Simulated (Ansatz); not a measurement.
# AsP2: one candidate of a structure search

Where does this trial cell of AsP2 go when cell and atoms are let free?

Computed with Ansatz 0.2.0 (DFT PBE, scalar-relativistic, plane waves, PAW, unless a step's input says otherwise).

## 1. The system as given

The structure is tetragonal, space group P4/mbm (No. 127). The conventional cell has a = 5.951 Å, b = 5.951 Å, c = 2.359 Å, α = 90.00°, β = 90.00°, γ = 90.00°. P (site symmetry m2m) has 3 P at 2.30 to 2.36 Å and 2 As at 2.31 Å as nearest neighbours. As (site symmetry 4/m) is surrounded by 4 P at 2.31 Å and 2 As at 2.36 Å.

Coordinates:

```
P As
1.0
     5.95092    0.00000    0.00000
     0.00000    5.95092    0.00000
     0.00000    0.00000    2.35852
P As
4 2
Direct
  0.86318 0.63682 0.00000
  0.13682 0.36318 0.00000
  0.63682 0.13682 0.00000
  0.36318 0.86318 0.00000
  0.50000 0.50000 0.00000
  0.00000 0.00000 0.00000
```

Recipe of the guess: 5-, 6-connected net, elements by coordination (P4/mbm, No. 127). Lengths come from tabulated atomic sizes and are only a guess.

## 2. A first look at the guess

Input file input.yaml:

```yaml
crystal:
  lattice:
    - [5.95092488, 0.0, 0.0]
    - [0.0, 5.95092488, 0.0]
    - [0.0, 0.0, 2.35852071]
  atoms:
    - { symbol: P, position: [0.86317998, 0.63682002, 0.0] }
    - { symbol: P, position: [0.13682002, 0.36317998, 0.0] }
    - { symbol: P, position: [0.63682002, 0.13682002, 0.0] }
    - { symbol: P, position: [0.36317998, 0.86317998, 0.0] }
    - { symbol: As, position: [0.5, 0.5, 0.0] }
    - { symbol: As, position: [0.0, 0.0, 0.0] }
basis:
  ecutwfc: 420
kpoints:
  mp_grid: { grid: [4, 4, 8] }
hamiltonian:
  xc: pbe
scf:
  occupations: { method: gaussian, width: 0.1 }
  lower_state_search: "off"
output:
  forces: true
  stress: true
  eigenvalues: true
```

On the command line:

```sh
> ansatz run input.yaml --threads 1 --pin off --max-ram 2560MiB --backend cpu --events-out ev --progress --plain --runs-dir out
```

The session goes on with these runs: a loose first relaxation; full relaxation.

Before running it: what results should come out? Wanted: conventional cell; volume; energy over the elements, black P; gap on the mesh.

The runs gave:

| quantity | value |
| --- | --- |
| symmetry at the end (tolerance 0.05 Å) | space group P4/mbm (No. 127) |
| conventional cell | a = 6.582 Å, b = 6.582 Å, c = 2.595 Å, α = 90.00°, β = 90.00°, γ = 90.00° |
| volume | 18.74 Å³/atom |
| energy over the elements, black P | +0.22 eV/atom |
| gap on the mesh | none (metal) |

The space group P4/mbm (No. 127) is kept, and the volume per atom grows by 34.6 % from the first guess. The formation energy is positive, so the separate elements lie lower. No finished test with a distortion of lower symmetry is shown, so the end may be a saddle point.
